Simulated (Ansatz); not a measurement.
Crystal: TaWC2.

```xyz
4
Lattice="1.5719 0.9075 5.1016 -1.5719 0.9075 5.1016 0.0000 -1.8150 5.1016" Properties=species:S:1:pos:R:3 pbc="T T T"
W     0.0000    0.0000    0.0000
Ta    0.0000    0.0000    7.6524
C     0.0000    0.0000    3.8405
C     0.0000    0.0000   11.4644
```

The cell comes from a database or a generator and needn't be the stable form of this composition.

Program: Ansatz 0.2.0. Alike in all runs: task single point; level HSE06 form with a typed share of exact exchange; potentials or basis Ansatz PAW; no spin polarisation; cell as given; k mesh 5 × 5 × 5; cutoff (eV) 420; smearing fermi-dirac 0.05 eV; the mesh is coarse, so values aren't converged.

**Question.** Order these runs on this cell by their pressure, lowest first.
A. share of exact exchange 0.05
B. share of exact exchange 0.15
C. share of exact exchange 0.1
D. share of exact exchange 0.2

**Answer.** D (-9.4 GPa), B (-7.8 GPa), C (-6.2 GPa), A (-4.7 GPa).

Caveats: all runs use coarse meshes; the PAW data sets come from PBE, with cores solved anew for the run's functional, which leaves a small shift of forces and pressure; the thresholds are loose for stress.
